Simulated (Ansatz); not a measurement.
# singlet [GaH2O2]+: levels of theory compared

We compute a comparison of 6 runs (BHLYP/def2-SVPD, BLYP/def2-SVPD, PBE/def2-SVPD, revPBE/def2-SVPD, wB97M-V/def2-SVPD, RPA@PBE0/def2-SVPD) of singlet [GaH2O2]+. 

Program for the calculation: Ansatz 0.2.0.

48 further runs of the same task are left out: 48 set aside as unsound or not needed.

## (1) The molecule

[GaH2O2]+ has 5 atoms, charge +1, and is taken as a singlet. As SMILES of the parent species, `[OH][Ga][OH]`. Geometry: relaxed at PBE0-D4/def2-TZVP. This is one conformer, not always the lowest. That shape belongs to the parent species and isn't relaxed for this state.

Bond lengths: O1–Ga2 1.804 Å, Ga2–O3 1.795 Å, O1–H4 0.960 Å, O3–H5 0.963 Å. Angles: O1–Ga2–O3 114.9°, Ga2–O1–H4 114.9°, Ga2–O3–H5 111.1°.

## (2) The energy at BHLYP/def2-SVPD (run 1)

Input file run.yaml:

```yaml
crystal:
  periodic: [false, false, false]
  atoms:
    - {symbol: O, position_ang: [-0.370600, 0.021600, -1.274400]}
    - {symbol: Ga, position_ang: [-0.311700, -0.753800, 0.353600]}
    - {symbol: O, position_ang: [0.618200, 0.154900, 1.591100]}
    - {symbol: H, position_ang: [-0.867400, -0.464600, -1.936500]}
    - {symbol: H, position_ang: [0.981500, 0.968200, 1.224700]}
basis:
  gaussian:
    orbitals: def2-SVPD
total_charge: 1
magnetization:
  spin_polarized: false
hamiltonian:
  xc: {name: BHLYP}
accuracy: high
output:
  orbitals: {seedname: orbitals}
```

The run is started by

```sh
$ ansatz run run.yaml --threads 1 --pin off --max-ram 3480MiB --events-out events.jsonl --progress --plain --runs-dir runs
```

Output:

```text
Warning: RAYON_NUM_THREADS=1 ignored (pool sized by the plan → 1); use --threads N
Functional definition: BHLYP
  name "BHLYP"
  parameter a = 0.5
  exchange = (1 - a)*b88_x + a*exact_x
  correlation = lyp_c
1902 factors; integrals over basis functions are off by at most 4.3e-9 eV
mean field evaluation 1: about -56462.6752 eV, gradient 1.1e2 eV
mean field evaluation 2: about -56382.1168 eV, gradient 2.0e2 eV
mean field evaluation 4: about -56483.4586 eV, gradient 6.8e0 eV
mean field evaluation 8: about -56483.6713 eV, gradient 1.2e0 eV
mean field evaluation 16: about -56483.6752 eV, gradient 7.7e-4 eV
mean field -56483.67524918 eV, -2075.7367793971 hartree, gradient 3.3e-8 eV, S^2 0.000000; 0 other end points of the search recorded, 0 dependent functions left out
reference -56483.67527395 eV, -2075.7367803074 hartree; 24, 24 occupied and 76, 76 virtual orbitals, 1902 factors
Total energy: -56483.67527395 eV, -2075.7367803074 hartree
```

Wall time 4.8 s (1 thread of Intel Xeon 6975P-C (Granite Rapids), shared host); peak memory 0.34 GiB.

## (3) A single-point energy at BLYP/def2-SVPD (run 2)

Input file molecule.yaml:

```yaml
crystal:
  periodic: [false, false, false]
  atoms:
    - symbol: O
      position_ang: [-0.370600, 0.021600, -1.274400]
    - symbol: Ga
      position_ang: [-0.311700, -0.753800, 0.353600]
    - symbol: O
      position_ang: [0.618200, 0.154900, 1.591100]
    - symbol: H
      position_ang: [-0.867400, -0.464600, -1.936500]
    - symbol: H
      position_ang: [0.981500, 0.968200, 1.224700]
basis:
  gaussian: {orbitals: def2-SVPD}
total_charge: 1
hamiltonian: {xc: {name: BLYP}}
accuracy: high
output: {orbitals: {seedname: orbitals}}
```

The run is started by

```sh
$ ansatz run molecule.yaml --threads 1 --pin off --max-ram 3480MiB --events-out events.jsonl --progress --plain --runs-dir runs
```

Output:

```text
Warning: RAYON_NUM_THREADS=1 ignored (pool sized by the plan → 1); use --threads N
Functional definition: BLYP
  name "BLYP"
  parameter beta = 0.0042
  parameter a = 0.04918
  parameter b = 0.132
  parameter c = 0.2533
  parameter d = 0.349
  exchange = b88_x(beta = beta)
  correlation = lyp_c(a = a, b = b, c = c, d = d)
1902 factors; integrals over basis functions are off by at most 4.3e-9 eV
mean field evaluation 1: about -56449.8511 eV, gradient 1.4e2 eV
mean field evaluation 2: about -56178.5572 eV, gradient 3.0e2 eV
mean field evaluation 4: about -56481.7855 eV, gradient 5.0e1 eV
mean field evaluation 8: about -56488.3139 eV, gradient 6.7e-1 eV
mean field evaluation 16: about -56488.3135 eV, gradient 1.6e-4 eV
mean field -56488.31353908 eV, -2075.9072334072 hartree, gradient 2.5e-8 eV, S^2 0.000000; 1 other end points of the search recorded, 0 dependent functions left out
reference -56488.31358770 eV, -2075.9072351939 hartree; 24, 24 occupied and 76, 76 virtual orbitals, 1902 factors
Total energy: -56488.31358770 eV, -2075.9072351939 hartree
```

Run time: 3.6 s. Hardware: 1 thread of Intel Xeon 6975P-C (Granite Rapids), shared host; peak memory 0.26 GiB.

Run 3 isn't shown in full; the table further down has it.

## (4) The energy at revPBE/def2-SVPD (run 4)

Edit run.yaml of step 2 so:

```diff
@@ -11,9 +11,6 @@
     orbitals: def2-SVPD
+output: {orbitals: {seedname: orbitals}}
 total_charge: 1
-magnetization:
-  spin_polarized: false
+accuracy: high
 hamiltonian:
-  xc: {name: BHLYP}
-accuracy: high
-output:
-  orbitals: {seedname: orbitals}
+  xc: {name: revPBE}
```

The run is started by

```sh
$ ansatz run run.yaml --threads 1 --pin off --max-ram 3480MiB --events-out events.jsonl --progress --plain --runs-dir runs
```

Output:

```text
Warning: RAYON_NUM_THREADS=1 ignored (pool sized by the plan → 1); use --threads N
Functional definition: revPBE
  name "revPBE"
  parameter kappa = 1.245
  parameter beta = 0.06672455060314922
  exchange = pbe_x(kappa = kappa, mu = beta*pi^2/3)
  correlation = pbe_c(beta = beta)
1902 factors; integrals over basis functions are off by at most 4.3e-9 eV
mean field evaluation 1: about -56446.1942 eV, gradient 1.4e2 eV
mean field evaluation 2: about -56194.3990 eV, gradient 2.9e2 eV
mean field evaluation 4: about -56476.1179 eV, gradient 4.8e1 eV
mean field evaluation 8: about -56481.8428 eV, gradient 5.3e-1 eV
mean field evaluation 16: about -56481.8434 eV, gradient 8.9e-5 eV
mean field -56481.84341972 eV, -2075.6694609061 hartree, gradient 2.7e-8 eV, S^2 0.000000; 1 other end points of the search recorded, 0 dependent functions left out
reference -56481.84342515 eV, -2075.6694611059 hartree; 24, 24 occupied and 76, 76 virtual orbitals, 1902 factors
Total energy: -56481.84342515 eV, -2075.6694611059 hartree
```

Wall time 3.6 s (1 thread of Intel Xeon 6975P-C (Granite Rapids), shared host); peak memory 0.26 GiB.

Run 5 isn't shown in full; the table further down has it.

## (5) The energy at RPA@PBE0/def2-SVPD (run 6)

Edit run.yaml of step 4 so:

```diff
@@ -9,8 +9,6 @@
 basis:
-  gaussian:
-    orbitals: def2-SVPD
-output: {orbitals: {seedname: orbitals}}
+  gaussian: {orbitals: def2-SVPD}
 total_charge: 1
+hamiltonian: {xc: pbe0}
+correlation: {method: rpa, frozen_orbitals: {Ga: 9, H: 0, O: 1}}
 accuracy: high
-hamiltonian:
-  xc: {name: revPBE}
```

The run is started by

```sh
$ ansatz run run.yaml --threads 1 --pin off --max-ram 3480MiB --events-out events.jsonl --progress --plain --runs-dir runs
```

Output, shortened:

```text
Warning: RAYON_NUM_THREADS=1 ignored (pool sized by the plan → 1); use --threads N
Functional definition: PBE0
  name "PBE0"
[...]
1902 factors; integrals over basis functions are off by at most 4.3e-9 eV
[...]
mean field -56475.37166327 eV, -2075.4316282435 hartree, gradient 7.1e-8 eV, S^2 0.000000; 0 other end points of the search recorded, 0 dependent functions left out
11 core orbitals not correlated: weight in the atoms' cores, before any rotation towards them, 1.000 or more for the frozen orbitals, at most 0.000 for the correlated occupied ones
reference -56421.80145434 eV, -2073.4629593763 hartree; 13, 13 occupied and 76, 76 virtual orbitals, 1902 factors
Total energy: -56443.41448008 eV, -2074.2572234226 hartree
```

Run time: 7.5 s. Hardware: 1 thread of Intel Xeon 6975P-C (Granite Rapids), shared host; peak memory 0.41 GiB.

## (6) The series

```
run               level  frozen core orbitals   energy (Eh)  HOMO energy (eV)  LUMO energy (eV)  HOMO–LUMO gap (eV)  wall time
  1     BHLYP/def2-SVPD                     –  -2075.736780            -16.93            -10.72                6.21      4.8 s
  2      BLYP/def2-SVPD                     –  -2075.907235            -13.66            -12.32                1.34      3.6 s
  3       PBE/def2-SVPD                     –  -2075.406543            -13.73            -12.30                1.42      3.6 s
  4    revPBE/def2-SVPD                     –  -2075.669461            -13.65            -12.19                1.46      3.6 s
  5   wB97M-V/def2-SVPD                     –  -2075.697451            -17.79             -9.44                8.35       26 s
  6  RPA@PBE0/def2-SVPD                    11  -2074.257223                 –                 –                   –      7.5 s
```

## (7) Outcome

```
                               quantity           value
                    run 6: total energy  -2074.25722 Eh
run 6: RPA correlation energy (valence)      -794.3 mEh
```

What this shows: Over runs 1, 2, 3, 4, 5 the HOMO–LUMO gap runs from 1.34 eV (BLYP/def2-SVPD) to 8.35 eV (wB97M-V/def2-SVPD). Totals of different functionals can't be ranked against each other. All runs together took 49 s, the longest 26 s.
